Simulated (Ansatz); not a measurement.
# CH6N2Si2: molecular dynamics

Purpose: to follow the molecule's vibrations and see whether its bonds hold. The start is relaxed first. Runs: 531 steps of 1 fs under a Nosé-Hoover thermostat at 200 K. SMILES of the start: N#C[SiH2]N[SiH3].

Method: RKS PBE0-D4/STO-3G, in Ansatz 0.2.0.

## (1) The structure to begin with

Bond lengths: N1–C2 1.124 Å, C2–Si3 1.863 Å, Si3–N4 1.736 Å, N4–Si5 1.679 Å, Si3–H6 1.479 Å, Si3–H7 1.534 Å, N4–H8 1.036 Å, Si5–H9 1.497 Å, Si5–H10 1.509 Å, Si5–H11 1.452 Å. Angles (14 of 16 angles, heavy atoms first): N1–C2–Si3 176.6°, C2–Si3–N4 118.1°, Si3–N4–Si5 110.1°, C2–Si3–H6 111.0°, C2–Si3–H7 112.8°, N4–Si3–H6 104.3°, N4–Si3–H7 104.5°, Si3–N4–H8 104.9°, Si5–N4–H8 107.5°, N4–Si5–H9 111.7°, N4–Si5–H10 108.6°, N4–Si5–H11 107.8°, H6–Si3–H7 105.0°, H9–Si5–H10 108.4°.

As a file:

```xyz
11

N    -2.8867    0.9046    0.7708
C    -1.8656    1.0492    0.3246
Si   -0.1537    1.1802   -0.3981
N     0.6337   -0.2806   -0.9071
Si    0.8653   -1.2987    0.4084
H    -0.1533    2.0345   -1.6060
H     0.8461    1.8430    0.5583
H    -0.0440   -0.7402   -1.5423
H    -0.4216   -1.5904    1.1164
H     1.8011   -0.6230    1.3807
H     1.4441   -2.5355   -0.0851
```

## (2) Preparing the start

Input file input.yaml:

```yaml
crystal:
  periodic: [false, false, false]
  atoms:
    - { symbol: "N", position_ang: [-2.8867, 0.9046, 0.7708] }
    - { symbol: C, position_ang: [-1.8656, 1.0492, 0.3246] }
    - { symbol: Si, position_ang: [-0.1537, 1.1802, -0.3981] }
    - { symbol: "N", position_ang: [0.6337, -0.2806, -0.9071] }
    - { symbol: Si, position_ang: [0.8653, -1.2987, 0.4084] }
    - { symbol: H, position_ang: [-0.1533, 2.0345, -1.606] }
    - { symbol: H, position_ang: [0.8461, 1.843, 0.5583] }
    - { symbol: H, position_ang: [-0.044, -0.7402, -1.5423] }
    - { symbol: H, position_ang: [-0.4216, -1.5904, 1.1164] }
    - { symbol: H, position_ang: [1.8011, -0.623, 1.3807] }
    - { symbol: H, position_ang: [1.4441, -2.5355, -0.0851] }
basis:
  gaussian: { orbitals: STO-3G }
hamiltonian:
  xc: pbe0
  dispersion: d4
relax:
  f_tol: 0.02
  max_steps: 40
scf:
  lower_state_search: "off"
```

Launch:

```console
ansatz run input.yaml --threads 1 --pin off --max-ram 2048MiB --backend cpu --events-out ev --progress --plain --runs-dir out
```

The log of the run, cut to the lines that bear on the results:

```text
Warning: RAYON_NUM_THREADS=1 ignored (pool sized by the plan → 1); use --threads N
[...]
Functional definition: PBE0
[...]
540 factors; integrals over basis functions are off by at most 1.1e-5 eV
[...]
mean field -19623.67166736 eV, -721.1566323731 hartree, gradient 1.8e-6 eV, S^2 0.000000; 0 other end points of the search recorded, 0 dependent functions left out
[...]
reference -19623.67168343 eV, -721.1566329638 hartree; 27, 27 occupied and 12, 12 virtual orbitals, 540 factors
relax step   1: F+E_penalty+E_count = -19623.90040666 eV  Δ(F+E_penalty+E_count) = +0.000e0 eV  max|allowed force component| = 1.037e1 eV/Å  Δτ_max = 0.0000 Å  (13 SCF iters, accepted)
[...]
relax step   3: F+E_penalty+E_count = -19624.91763433 eV  Δ(F+E_penalty+E_count) = -8.795e-2 eV  max|allowed force component| = 5.709e-1 eV/Å  Δτ_max = 0.0627 Å  (18 SCF iters, accepted)
[...]
relax step   5: F+E_penalty+E_count = -19624.95765704 eV  Δ(F+E_penalty+E_count) = -1.263e-2 eV  max|allowed force component| = 3.070e-1 eV/Å  Δτ_max = 0.1999 Å  (25 SCF iters, accepted)
[...]
relax step   7: F+E_penalty+E_count = -19624.97226667 eV  Δ(F+E_penalty+E_count) = -3.103e-3 eV  max|allowed force component| = 7.780e-2 eV/Å  Δτ_max = 0.0348 Å  (18 SCF iters, accepted)
[...]
relax step   9: F+E_penalty+E_count = -19624.97283663 eV  Δ(F+E_penalty+E_count) = -1.507e-4 eV  max|allowed force component| = 9.312e-3 eV/Å  Δτ_max = 0.0165 Å  (19 SCF iters, accepted)
[...]
relax step  10: F+E_penalty+E_count = -19624.97289862 eV  Δ(F+E_penalty+E_count) = -6.199e-5 eV  max|allowed force component| = 1.969e-2 eV/Å  Δτ_max = 0.0204 Å  (19 SCF iters, accepted)
Total energy: -19624.97291514 eV, -721.2044523471 hartree
Atom 0 at    -2.973007     1.396927     0.735851 Å, force     0.006660    -0.002157    -0.002005 eV/Å
Atom 1 at    -1.875176     1.358465     0.276477 Å, force     0.005351     0.001722    -0.001591 eV/Å
Atom 2 at    -0.167687     1.260641    -0.440894 Å, force    -0.009115     0.006408     0.002734 eV/Å
Atom 3 at     0.345031    -0.354372    -0.722536 Å, force    -0.013343    -0.005185    -0.019695 eV/Å
Atom 4 at     0.940006    -1.474822     0.472112 Å, force     0.003877    -0.009174     0.005843 eV/Å
Atom 5 at    -0.226435     2.005875    -1.678273 Å, force     0.000853    -0.001585     0.001831 eV/Å
Atom 6 at     0.698775     1.882774     0.533484 Å, force    -0.002689     0.000598    -0.002366 eV/Å
Atom 7 at    -0.027981    -0.785978    -1.582376 Å, force     0.008781     0.007957     0.017700 eV/Å
Atom 8 at    -0.121961    -2.199322     1.141240 Å, force     0.003014     0.002385    -0.002117 eV/Å
Atom 9 at     1.668223    -0.710203     1.456406 Å, force    -0.002678    -0.004573    -0.003660 eV/Å
Atom 10 at     1.805612    -2.436885    -0.170891 Å, force    -0.000710     0.003604     0.003324 eV/Å
Dipole moment:     0.588257    -0.191249    -0.312567 e Å
Checks for a lower state left out: stability, starts, cluster_reference, orbital_swaps, neighbouring_geometries, increment
```

It took 26 s on 1 thread of Intel Xeon Platinum 8175M at 2.50GHz (Skylake/Cascade Lake), shared host; peak memory 0.14 GiB.

Step by step:

```tsv
step	energy from step 1 (eV)	largest force component (eV/Å)
1	0.0000	10.3685
2	-0.9293	2.3235
3	-1.0172	0.5709
4	-1.0446	0.3018
5	-1.0572	0.3070
6	-1.0688	0.1994
7	-1.0719	0.0778
8	-1.0723	0.0250
9	-1.0724	0.0093
10	-1.0725	0.0197
```

Step 1 is the start.

After: Bond lengths: N1–C2 1.191 Å, C2–Si3 1.855 Å, Si3–N4 1.718 Å, N4–Si5 1.743 Å, Si3–H6 1.446 Å, Si3–H7 1.445 Å, N4–H8 1.032 Å, Si5–H9 1.449 Å, Si5–H10 1.444 Å, Si5–H11 1.445 Å. Angles (14 of 16 angles, heavy atoms first): N1–C2–Si3 178.8°, C2–Si3–N4 112.8°, Si3–N4–Si5 126.4°, C2–Si3–H6 105.5°, C2–Si3–H7 105.6°, N4–Si3–H6 110.9°, N4–Si3–H7 109.7°, Si3–N4–H8 115.0°, Si5–N4–H8 115.2°, N4–Si5–H9 112.8°, N4–Si5–H10 107.4°, N4–Si5–H11 109.1°, H6–Si3–H7 112.3°, H9–Si5–H10 108.6°.

## (3) The run

531 steps of 1 fs under a Nosé-Hoover thermostat at 200 K, from the relaxed start.

Input file input.yaml:

```yaml
crystal:
  periodic: [false, false, false]
  atoms:
    - { symbol: "N", position_ang: [-2.973007, 1.396927, 0.735851] }
    - { symbol: C, position_ang: [-1.875176, 1.358465, 0.276477] }
    - { symbol: Si, position_ang: [-0.167687, 1.260641, -0.440894] }
    - { symbol: "N", position_ang: [0.345031, -0.354372, -0.722536] }
    - { symbol: Si, position_ang: [0.940006, -1.474822, 0.472112] }
    - { symbol: H, position_ang: [-0.226435, 2.005875, -1.678273] }
    - { symbol: H, position_ang: [0.698775, 1.882774, 0.533484] }
    - { symbol: H, position_ang: [-0.027981, -0.785978, -1.582376] }
    - { symbol: H, position_ang: [-0.121961, -2.199322, 1.14124] }
    - { symbol: H, position_ang: [1.668223, -0.710203, 1.456406] }
    - { symbol: H, position_ang: [1.805612, -2.436885, -0.170891] }
basis:
  gaussian: { orbitals: STO-3G }
hamiltonian:
  xc: pbe0
  dispersion: d4
md:
  timestep: 1.0
  n_steps: 531
  ensemble: nvt_nose_hoover
  temperature: 200.0
  initial_velocities: maxwell_boltzmann
  seed: 194111
  nose_hoover: { tau: 3.0, chain_length: 1 }
scf:
  lower_state_search: "off"
```

Launch:

```console
ansatz run input.yaml --threads 1 --pin off --max-ram 2048MiB --backend cpu --events-out ev --progress --plain --runs-dir out
```

The log of the run, cut to the lines that bear on the results:

```text
Warning: RAYON_NUM_THREADS=1 ignored (pool sized by the plan → 1); use --threads N
[...]
Functional definition: PBE0
[...]
532 factors; integrals over basis functions are off by at most 1.5e-5 eV
[...]
mean field -19624.75515858 eV, -721.1964499412 hartree, gradient 3.5e-6 eV, S^2 0.000000; 0 other end points of the search recorded, 0 dependent functions left out
[...]
reference -19624.75517547 eV, -721.1964505617 hartree; 27, 27 occupied and 12, 12 virtual orbitals, 532 factors
md step     0: t =     0.00 fs  T =   200.0 K  F+E_penalty+E_count = -19624.97289143 eV  E_kin = 0.232668 eV  conserved = -19624.74022343 eV  (13 SCF iters)
[...]
md step    17: t =    17.00 fs  T =   135.4 K  F+E_penalty+E_count = -19624.84046799 eV  E_kin = 0.157563 eV  conserved = -19624.73895475 eV  (19 SCF iters, 3 dispersion substeps)
[...]
md step    34: t =    34.00 fs  T =   162.6 K  F+E_penalty+E_count = -19624.76801646 eV  E_kin = 0.189138 eV  conserved = -19624.73772362 eV  (19 SCF iters, 3 dispersion substeps)
[...]
md step    51: t =    51.00 fs  T =   219.3 K  F+E_penalty+E_count = -19624.74754497 eV  E_kin = 0.255076 eV  conserved = -19624.73708578 eV  (19 SCF iters, 3 dispersion substeps)
[...]
md step    68: t =    68.00 fs  T =   213.2 K  F+E_penalty+E_count = -19624.75060438 eV  E_kin = 0.247967 eV  conserved = -19624.73837313 eV  (19 SCF iters, 3 dispersion substeps)
md step    69: t =    69.00 fs  T =   186.0 K  F+E_penalty+E_count = -19624.75063168 eV  E_kin = 0.216424 eV  conserved = -19624.73776686 eV  (19 SCF iters, 3 dispersion substeps)
```

## (4) More of the same log: dynamics from the start

Output, continued, cut to the lines that bear on the results:

```text
md step    70: t =    70.00 fs  T =   157.7 K  F+E_penalty+E_count = -19624.74044396 eV  E_kin = 0.183435 eV  conserved = -19624.73603195 eV  (19 SCF iters, 3 dispersion substeps)
[...]
md step    93: t =    93.00 fs  T =   222.7 K  F+E_penalty+E_count = -19624.71467666 eV  E_kin = 0.259035 eV  conserved = -19624.73606729 eV  (19 SCF iters, 3 dispersion substeps)
[...]
md step   116: t =   116.00 fs  T =   348.9 K  F+E_penalty+E_count = -19624.74370651 eV  E_kin = 0.405848 eV  conserved = -19624.73772674 eV  (19 SCF iters, 3 dispersion substeps)
[...]
md step   139: t =   139.00 fs  T =   244.4 K  F+E_penalty+E_count = -19624.60826489 eV  E_kin = 0.284339 eV  conserved = -19624.73498714 eV  (19 SCF iters, 3 dispersion substeps)
[...]
md step   160: t =   160.00 fs  T =   137.5 K  F+E_penalty+E_count = -19624.65034473 eV  E_kin = 0.159915 eV  conserved = -19624.73618146 eV  (19 SCF iters, 3 dispersion substeps)
md step   161: t =   161.00 fs  T =   109.0 K  F+E_penalty+E_count = -19624.63449654 eV  E_kin = 0.126802 eV  conserved = -19624.73441569 eV  (19 SCF iters, 3 dispersion substeps)
```

## (5) The output, continued: dynamics from the start

Output, continued, cut to the lines that bear on the results:

```text
md step   162: t =   162.00 fs  T =   120.2 K  F+E_penalty+E_count = -19624.65434127 eV  E_kin = 0.139888 eV  conserved = -19624.73660119 eV  (19 SCF iters, 3 dispersion substeps)
[...]
md step   181: t =   181.00 fs  T =   245.1 K  F+E_penalty+E_count = -19624.66592280 eV  E_kin = 0.285183 eV  conserved = -19624.73629066 eV  (19 SCF iters, 3 dispersion substeps)
[...]
md step   200: t =   200.00 fs  T =   134.4 K  F+E_penalty+E_count = -19624.56695964 eV  E_kin = 0.156312 eV  conserved = -19624.73508258 eV  (19 SCF iters, 3 dispersion substeps)
[...]
md step   219: t =   219.00 fs  T =   281.1 K  F+E_penalty+E_count = -19624.64373837 eV  E_kin = 0.326963 eV  conserved = -19624.73747376 eV  (19 SCF iters, 3 dispersion substeps)
[...]
Atom 2 at    -0.242090     1.162294    -0.280365 Å, force     0.929783     0.407750    -0.475593 eV/Å
Atom 3 at     0.099183    -0.482845    -0.561342 Å, force     1.083193    -0.403167     1.194248 eV/Å
Atom 4 at     1.199836    -1.519426     0.358993 Å, force    -0.523716     0.541248    -0.052033 eV/Å
Atom 5 at    -0.023956     1.910029    -1.532742 Å, force    -0.281057    -0.050060     0.647682 eV/Å
Atom 6 at     0.585380     1.623681     0.814116 Å, force     0.065556     0.050235    -0.181900 eV/Å
Atom 7 at    -0.372846    -0.902827    -1.356092 Å, force    -0.253330    -0.459764    -0.562761 eV/Å
Atom 8 at     0.458977    -2.517207     1.096286 Å, force    -0.000611    -0.067876     0.055870 eV/Å
Atom 9 at     1.994098    -0.733888     1.294162 Å, force    -0.394365     0.016785    -0.254143 eV/Å
Atom 10 at     2.122664    -2.201076    -0.503016 Å, force     0.074338    -0.144062    -0.313200 eV/Å
Dipole moment:     0.620161    -0.249152    -0.231793 e Å
Checks for a lower state left out: stability, starts, cluster_reference, orbital_swaps, neighbouring_geometries, increment
```

Run time: 20 min. Hardware: 1 thread of Intel Xeon Platinum 8175M at 2.50GHz (Skylake/Cascade Lake), shared host; peak memory 0.12 GiB.

## (6) Frames and traces

The trajectory, every 27 steps (energies from step 0):

```tsv
time (fs)	T (K)	potential energy change (meV/atom)	conserved energy change (meV/atom)
0.0	200	0.0	0.00
27.0	273	19.3	0.47
54.0	217	22.8	0.40
81.0	205	17.3	0.22
108.0	141	14.6	0.16
135.0	157	41.4	0.71
162.0	120	29.0	0.33
189.0	180	19.0	0.10
216.0	116	30.4	0.44
243.0	216	33.4	0.53
270.0	340	29.0	0.39
297.0	250	32.5	0.46
324.0	265	16.7	0.41
351.0	232	17.4	0.39
378.0	322	20.1	0.35
405.0	255	14.4	0.39
432.0	303	15.9	0.52
459.0	277	16.0	0.26
486.0	168	19.4	0.29
513.0	110	18.7	0.37
531.0	240	12.6	0.29
```

time (fs), T (K) and a bar:
```
      0.0        200 ################
     23.0        184 ##############
     46.0        155 ##########
     69.0        186 ##############
     92.0        248 ######################
    115.0        301 #############################
    139.0        244 ######################
    162.0        120 #####
    185.0        151 #########
    208.0        280 ###########################
    231.0        252 #######################
    254.0        151 #########
    277.0         99 ##
    300.0        253 #######################
    323.0        236 #####################
    346.0         83 
    369.0        153 #########
    392.0        233 ####################
    416.0        248 ######################
    439.0        147 #########
    462.0        124 #####
    485.0        210 #################
    508.0        306 ##############################
    531.0        240 #####################
```

Maxima of the velocity power spectrum (cm⁻¹, relative height; resolution about 130 cm⁻¹): 220 (73), 440 (68), 740 (90), 820 (92), 1120 (87), 1290 (36), 2720 (60), 3880 (38).

## (7) Frames from the trajectory

Extended XYZ, with forces in eV/Å:

```xyz
11
time_fs=66.0 T=231 dE=0.2641
N    -2.778    1.029    0.859   -0.920    0.007    0.504
C    -1.764    1.357    0.344    1.831    0.050   -0.965
Si   -0.095    1.335   -0.565   -0.239    0.086   -0.328
N     0.355   -0.300   -0.779    0.421   -0.056    1.995
Si    0.729   -1.400    0.542   -0.487   -0.078   -0.145
H    -0.222    2.021   -1.865   -0.060   -0.254    0.711
H     0.966    1.891    0.262   -0.558    0.379    0.098
H     0.281   -0.766   -1.660   -0.389   -0.406   -1.572
H    -0.350   -2.353    0.771    0.171    0.152   -0.119
H     0.892   -0.660    1.778    0.152    0.060   -0.275
H     1.907   -2.167    0.201    0.078    0.058    0.096
11
time_fs=133.0 T=254 dE=0.3722
N    -2.689    1.072    1.043   -0.561   -0.007    0.276
C    -1.752    1.191    0.325    0.657   -0.114   -0.446
Si   -0.175    1.295   -0.626    1.827   -0.208   -0.257
N     0.768   -0.195   -0.740   -0.811    0.119   -0.095
Si    0.581   -1.377    0.515    0.111   -0.310    0.570
H    -0.318    1.736   -1.981   -0.572    0.261   -0.265
H     0.685    2.257    0.061   -0.563   -0.109    0.092
H     0.839   -0.603   -1.688   -0.199    0.242   -0.220
H    -0.629   -2.170    0.527   -0.172    0.064   -0.289
H     0.476   -0.492    1.649    0.339   -0.396    0.441
H     1.662   -2.355    0.480   -0.055    0.457    0.192
11
time_fs=199.0 T=123 dE=0.4035
N    -2.629    0.992    1.024    0.776    0.430   -0.548
C    -1.670    1.241    0.349   -1.167   -0.706    0.884
Si   -0.182    1.340   -0.688    0.180   -0.534   -1.777
N     0.667   -0.168   -0.633    1.114    1.138   -0.899
Si    0.572   -1.416    0.543   -1.148   -0.865   -0.848
H    -0.543    1.594   -2.082   -0.192   -0.112    0.371
H     0.525    2.510   -0.329    0.601    0.676    0.666
H     1.305   -0.336   -1.461   -0.863    0.228    1.183
H    -0.727   -2.003    0.256    0.072   -0.273    0.641
H     0.643   -1.053    1.931    0.149    0.324    0.168
H     1.556   -2.379    0.172    0.477   -0.306    0.159
11
time_fs=266.0 T=90 dE=0.2642
N    -2.638    1.014    1.051    0.955    0.081   -0.840
C    -1.690    1.113    0.322   -1.038   -0.260    0.837
Si   -0.162    1.335   -0.680    0.842   -0.243    0.648
N     0.733   -0.172   -0.698   -0.939    0.863    0.134
Si    0.526   -1.375    0.539    1.714   -0.203    0.225
H    -0.525    1.762   -1.985   -0.161    0.194   -0.692
H     0.484    2.450    0.024    0.007   -0.395   -0.287
H     1.281   -0.406   -1.545   -0.309    0.077    0.346
H    -0.785   -1.921    0.707   -0.474   -0.070   -0.194
H     0.968   -0.876    1.828   -0.303    0.195   -0.097
H     1.496   -2.395    0.211   -0.295   -0.240   -0.079
11
time_fs=332.0 T=114 dE=0.2075
N    -2.704    1.002    0.938   -0.197   -0.032    0.205
C    -1.688    1.169    0.344   -0.129    0.279   -0.471
Si   -0.111    1.332   -0.607   -0.199   -0.080   -0.270
N     0.515   -0.243   -0.753    0.393    0.330   -0.212
Si    0.618   -1.348    0.533   -0.712   -0.923    1.144
H    -0.292    1.813   -1.974   -0.147    0.273    0.534
H     0.675    2.169    0.264    0.221    0.277   -0.124
H     0.642   -0.606   -1.688    0.024   -0.215   -0.839
H    -0.661   -1.992    0.811    0.223    0.019   -0.134
H     0.931   -0.587    1.699    0.227    0.199    0.393
H     1.588   -2.381    0.326    0.298   -0.127   -0.225
11
time_fs=398.0 T=163 dE=0.2671
N    -2.853    1.196    0.795   -0.943   -0.056    0.381
C    -1.799    1.349    0.280    1.008    0.284    0.006
Si   -0.128    1.334   -0.515   -0.293   -1.755   -0.116
N     0.332   -0.335   -0.738   -1.051   -0.555   -1.157
Si    0.840   -1.453    0.524   -0.121    0.804   -0.068
H    -0.381    2.011   -1.757    0.367    0.220   -0.225
H     0.909    1.798    0.343    0.075    0.854    0.376
H    -0.284   -0.844   -1.440    0.768    0.717    0.621
H    -0.191   -2.441    0.734   -0.072   -0.066    0.174
H     1.021   -0.615    1.713    0.237   -0.606   -0.314
H     2.021   -2.167    0.069    0.025    0.160    0.321
11
time_fs=465.0 T=138 dE=0.1836
N    -3.050    1.670    0.722    0.524   -0.445   -0.316
C    -2.002    1.340    0.247    0.495    0.502   -0.152
Si   -0.213    1.200   -0.410   -0.669    0.023    0.667
N     0.381   -0.371   -0.685   -0.811   -1.347   -1.166
Si    1.051   -1.522    0.441   -0.262    0.207   -0.178
H    -0.153    1.888   -1.675   -0.236    0.347    0.044
H     0.582    1.766    0.653   -0.003    0.262   -0.075
H    -0.089   -0.832   -1.508    0.592    0.420    0.606
H     0.091   -2.531    0.845    0.020    0.070    0.053
H     1.449   -0.699    1.532    0.228    0.033    0.624
H     2.187   -2.197   -0.129    0.122   -0.072   -0.106
11
time_fs=531.0 T=240 dE=0.1381
N    -3.102    1.739    0.491    0.942   -0.235   -0.036
C    -1.953    1.492    0.254   -1.641    0.344   -0.022
Si   -0.242    1.162   -0.280    0.930    0.408   -0.476
N     0.099   -0.483   -0.561    1.083   -0.403    1.194
Si    1.200   -1.519    0.359   -0.524    0.541   -0.052
H    -0.024    1.910   -1.533   -0.281   -0.050    0.648
H     0.585    1.624    0.814    0.066    0.050   -0.182
H    -0.373   -0.903   -1.356   -0.253   -0.460   -0.563
H     0.459   -2.517    1.096   -0.001   -0.068    0.056
H     1.994   -0.734    1.294   -0.394    0.017   -0.254
H     2.123   -2.201   -0.503    0.074   -0.144   -0.313
```

## (8) What came out

```
                              quantity                         value
               relaxation of the start       9 moves, 1.072 eV lower
                                length             531 steps of 1 fs
      temperature, first and last step                 200 and 240 K
              temperature, second half  mean 201 K, from 83 to 425 K
         potential energy, second half   +20 meV/atom from the start
largest change of the conserved energy                 1.30 meV/atom
                bonds formed or broken                             0
```

Against a set 200 K the second half averages 201 K with a spread of 73 K. A thermostat time of 3 fs is as short as the fastest vibrations or shorter, so the thermostat can drive swings of its own. The conserved energy strays from its start by at most 1.30 meV/atom, 6.1 % of the mean kinetic energy, which is poor: the step of 1 fs is too long for the fastest motion. No bond forms or breaks. 531 fs on 11 atoms is far too short and small for converged averages. The nuclei move classically, without zero-point motion, which matters most for hydrogen. In so small a basis the energies are only a sketch.
